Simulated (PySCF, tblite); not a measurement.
# C₄H₁₂NSi radical: geometry, infrared bands and EPR parameters

Aim: predict the infrared bands and EPR parameters of C₄H₁₂NSi radical (`CC(C)(N)[CH][SiH3]`).

Programs: tblite 0.8.0 and PySCF 2.14.0, with density-fitted response routines of our own. Each step states its level of theory. These are calculated values for one molecule in the gas phase, unless marked as measured. Atoms are numbered from 0 throughout.

## (1) The starting structure

18 atoms, charge 0, multiplicity 2; geometry from: force field or distance geometry start.

Bonds of the start (Å): C0–C1 1.52, C1–C2 1.50, C1–N3 1.46, C1–C4 1.51, C4–Si5 1.84, C0–H6 1.10, C0–H7 1.13, C0–H8 1.12, C2–H9 1.11, C2–H10 1.10, C2–H11 1.13, N3–H12 1.04, N3–H13 1.05, C4–H14 1.11, Si5–H15 1.48, Si5–H16 1.46, Si5–H17 1.46.

## (2) Geometry optimisation with GFN2-xTB

What the job is given:

```
{"job": {"kind": "relax", "xc": "GFN2-xTB", "basis": "xTB"}, "charge": 0, "multiplicity": 2}
C     -0.178000    -0.755900     1.142500
C     -0.528600     0.162800    -0.013600
C     -1.721800    -0.291800    -0.792600
N     -0.678000     1.547700     0.426800
C      0.630200     0.103800    -0.980600
Si     2.287300     0.066000    -0.176800
H     -1.065500    -1.227700     1.594500
H      0.337000    -0.145600     1.936400
H      0.539300    -1.543200     0.810800
H     -1.380900    -1.020300    -1.560000
H     -2.556700    -0.672800    -0.183900
H     -2.078500     0.626900    -1.335200
H     -0.943500     2.091200    -0.413100
H     -1.494700     1.630600     1.085200
H      0.527600    -0.845300    -1.553900
H      3.135900     1.037300    -0.895100
H      2.875100    -1.259800    -0.319100
H      2.284900     0.502400     1.216000
```

On the command line:

```sh
OMP_NUM_THREADS=1 python probes_run.py task.json out
```

One launch serves the whole session: the jobs run in the order shown.

**Question.** This job is followed by: GFN2-xTB harmonic vibrations, gas phase; UKS B3LYP, pcH-1 on C H N Si, non-relativistic, mean-field spin-orbit, GIAO. Predict these results of the whole session: strongest single infrared mode (GFN2-xTB); zero-point energy (GFN2-xTB); g(iso) (B3LYP); ⟨S²⟩; largest a(iso) (averaged by class); surface potential, 1st and 99th percentile.

The runs gave:

| quantity | value |
| --- | --- |
| strongest single infrared mode (GFN2-xTB) | 2212 cm⁻¹, 409 km/mol |
| zero-point energy (GFN2-xTB) | 91.8 kcal/mol |
| g(iso) (B3LYP) | 2.00255 |
| ⟨S²⟩ | 0.754 (exact 0.75) |
| largest a(iso) (averaged by class) | 13C on C4, 79.7 MHz |
| surface potential, 1st and 99th percentile | -1.42 V and 1.38 V |

In words: The optimisation took 201 steps and gained 1.086 eV; among the close pairs (by a distance rule), C1–C2 changed most, from 1.496 to 1.545 Å. All 48 modes are real, so the xTB geometry is a minimum. The strongest single mode, at 2212 cm⁻¹, moves mainly H16. GFN2-xTB is a fitted tight-binding method: band positions and strengths are rough. Its intensities can rank the bands wrongly. Most of the unpaired spin sits on C4 (1.01 e). The isotropic g lies 0.2 ppt above the free-electron value.
